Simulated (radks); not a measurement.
# Ionisation of Pm: one atom, several choices of functional

An exercise on one series of results from a longer session: the logs are not shown, and one member is left open.

The numbers are computed with radks (a radial shooting solver on a logarithmic mesh, Libxc functionals) version 1 (scalar-relativistic Kohn-Sham, spin-unpolarised, spherical densities, finite nucleus), except any that are marked as measured or tabulated.

## The system

```
element       : promethium (Z = 61)
charge        : 0
electrons     : 61
configuration : [Xe] 4f5 6s2
ion           : Pm⁺, [Xe] 4f5 6s1
choices       : exchange-only LDA; HCTH/407; PW91; RPBE; MS2 meta-GGA; LDA (Slater exchange, VWN5 correlation); Wu-Cohen GGA; exchange-only r2SCAN; OLYP; exchange-only PBE; AM05
```

The outer shells:

Pm
```
[Xe] core
4f [↑ ][↑ ][↑ ][↑ ][↑ ][  ][  ]
6s [↑↓]
```

Pm⁺
```
[Xe] core
4f [↑ ][↑ ][↑ ][↑ ][↑ ][  ][  ]
6s [↑ ]
```

The first run:

The run's settings:

```text
Z 61
configuration [Xe] 4f5 6s2
relativity scalar-relativistic
functional lda,
spin unpolarised
nucleus finite rms 4.962 fm
c 137.035999084
```

Among the steps run: exchange-only LDA: Pm.

One table of the session follows, with a row left open; its other results are not shown here.

It belongs to the step «exchange-only LDA: Pm». Radial moments (bohr):

```
level     <r>  outermost maximum (interpolated)  90 % within  nodes
   3d       ?                                 ?            ?      ?
   4s  0.5933                             0.552        0.853      3
   4p  0.6282                             0.576        0.914      2
   4d  0.6888                             0.602         1.04      1
   5s   1.440                              1.29         2.08      4
   5p   1.700                              1.46         2.50      3
   6s   4.445                              3.71         6.63      5
   4f   1.081                             0.637         1.92      0
```

Estimate the missing values for 3d.

The run gave: <r>: 0.2364; outermost maximum (interpolated): 0.192; 90 % within: 0.369; nodes: 0. In the column «<r>» it is the lowest.

To keep in mind: Spin polarisation and multiplet splitting are left out, so open shells lie too high by an amount that depends on their filling.
